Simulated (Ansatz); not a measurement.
# SnClF: functionals against CCSD(T) at one geometry

A test off equilibrium: a structure displaced at random from a GFN2-xTB minimum is computed at several levels, and each is set against CCSD(T).

Computed with Ansatz 0.2.0, Gaussian basis. Level: single points in def2-TZVPP.

Cores are frozen in the correlated methods. Filled d shells of the heavier atoms are correlated. Core potentials replace the inner electrons past krypton, and spin-orbit coupling is left out.

**1. Where the work starts**

SMILES `[F][Sn][Cl]`, 3 atoms, charge 0, spin multiplicity 1.

Atoms are counted from 1 here; the program's logs count them from 0.

Bond lengths: F1–Sn2 2.079 Å, Sn2–Cl3 2.344 Å. Angles: F1–Sn2–Cl3 99.7°.

As a file:

```
F    -1.48660    0.24900   -0.77200
Sn    0.21950    0.87440    0.23820
Cl    1.26130   -1.19780    0.57490
```

**2. CCSD(T)/def2-TZVPP**

Contents of run/in.yaml:

```yaml
crystal:
  periodic: [false, false, false]
  atoms:
    - {symbol: F, position_ang: [-1.486600, 0.249000, -0.772000]}
    - {symbol: Sn, position_ang: [0.219500, 0.874400, 0.238200]}
    - {symbol: Cl, position_ang: [1.261300, -1.197800, 0.574900]}
basis:
  gaussian: {orbitals: def2-TZVPP}
correlation: {method: ccsd_t}
output: {forces: true}
```

No record of the launch command was kept for these runs.

**3. PBE0-D4/def2-TZVPP**

Changes to run/in.yaml since step 2:

```diff
@@ -8,3 +8,3 @@
   gaussian: {orbitals: def2-TZVPP}
-correlation: {method: ccsd_t}
-output: {forces: true}
+hamiltonian: {xc: pbe0, dispersion: d4}
+output: {forces: true, orbitals: {seedname: orbitals}}
```

**4. wB97M-V/def2-TZVPP**

Changes to run/in.yaml since step 3:

```diff
@@ -8,3 +8,3 @@
   gaussian: {orbitals: def2-TZVPP}
-hamiltonian: {xc: pbe0, dispersion: d4}
-output: {forces: true, orbitals: {seedname: orbitals}}
+hamiltonian: {xc: {name: wB97M-V}}
+output: {forces: true}
```

**5. r2SCAN-D4/def2-TZVPP**

Changes to run/in.yaml since step 4:

```diff
@@ -8,3 +8,3 @@
   gaussian: {orbitals: def2-TZVPP}
-hamiltonian: {xc: {name: wB97M-V}}
+hamiltonian: {xc: r2scan, dispersion: d4}
 output: {forces: true}
```

**6. PBE-D4/def2-TZVPP**

Changes to run/in.yaml since step 5:

```diff
@@ -8,3 +8,3 @@
   gaussian: {orbitals: def2-TZVPP}
-hamiltonian: {xc: r2scan, dispersion: d4}
+hamiltonian: {xc: pbe, dispersion: d4}
 output: {forces: true}
```

**7. SPW92/def2-TZVPP**

Changes to run/in.yaml since step 6:

```diff
@@ -8,3 +8,3 @@
   gaussian: {orbitals: def2-TZVPP}
-hamiltonian: {xc: pbe, dispersion: d4}
+hamiltonian: {xc: lda}
 output: {forces: true}
```

**8. BLYP-D4/def2-TZVPP**

Changes to run/in.yaml since step 7:

```diff
@@ -8,3 +8,3 @@
   gaussian: {orbitals: def2-TZVPP}
-hamiltonian: {xc: lda}
+hamiltonian: {xc: {name: BLYP}, dispersion: d4}
 output: {forces: true}
```

(Steps that only read results are left out.)

Before running it: what results should come out? Wanted: energy less free atoms, CCSD(T)/def2-TZVPP; RMS force component; RMS force error; HOMO and LUMO, PBE0-D4; T1 diagnostic.

**Answer**, as computed:

| quantity | value |
| --- | --- |
| energy less free atoms, CCSD(T)/def2-TZVPP | -199.9 kcal/mol |
| RMS force component | 0.750 to 1.056 eV/Å over the methods |
| RMS force error | PBE0-D4 0.081, wB97M-V 0.051, r2SCAN-D4 0.115, PBE-D4 0.353, SPW92 0.095, BLYP-D4 0.522 eV/Å |
| HOMO and LUMO, PBE0-D4 | -8.43 and -3.14 eV |
| T1 diagnostic | 0.017 |

In words: Against CCSD(T) the functionals' energies less atoms differ by -50.7 to -7.0 kcal/mol, PBE-D4 by -21.0 kcal/mol. A larger basis would deepen the CCSD(T) value, while the functionals are nearly converged already, so the order here is not reliable. For forces wB97M-V does best and BLYP-D4 worst. Frozen-core CCSD(T) forces in triple zeta carry basis errors of their own, and this is one geometry, so small gaps rank nothing.
